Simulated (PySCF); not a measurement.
# CH6GeO2Si: the cost of one run

Programs: PySCF 2.14.0, with density-fitted response routines of our own. Each step states its level of theory. These are calculated values for one molecule in the gas phase, unless marked as measured. Atoms count from 0, in the outputs and in this text.

### 1 The molecule as given

11 atoms, charge 0, multiplicity 1; geometry from: GFN2-xTB. The atoms were then displaced at random by about 0.01 Å, so the start is not that level's minimum.

Bonds of the start (Å): O0–C1 1.16, C1–Ge2 2.01, Ge2–O3 1.79, O3–Si4 1.60, C1–H5 1.11, Ge2–H6 1.51, Ge2–H7 1.51, Si4–H8 1.49, Si4–H9 1.46, Si4–H10 1.45.

### 2 Relaxing the molecule at PBE0-D3(BJ)/def2-SVP

Job settings and geometry (Å):

```
{"job": {"xc": "PBE0", "basis": "def2-SVP", "d3": "d3bj", "grid": 1, "shake": 0.01, "kind": "geom"}, "charge": 0, "multiplicity": 1}
O     -2.882120     0.580010     0.826070
C     -1.982040    -0.145150     0.940380
Ge    -0.860030    -0.809740    -0.589950
O      0.827790    -0.433620    -0.112700
Si     1.889930     0.703200     0.253330
H     -1.655390    -0.474400     1.948120
H     -0.753430    -2.311690    -0.728630
H     -1.092000    -0.112730    -1.904620
H      1.400690     1.486220     1.428970
H      3.070290    -0.087630     0.594490
H      2.074410     1.579700    -0.886210
```

Command:

```sh
$ OMP_NUM_THREADS=1 python probes_run.py task.json out
```

One launch serves the whole session: the jobs run in the order shown.

**Question.** How long does this first job take on 1 thread of Arm Neoverse N1, shared host, and how much memory does it need?

About 2.9 min, with a peak of 0.52 GiB.
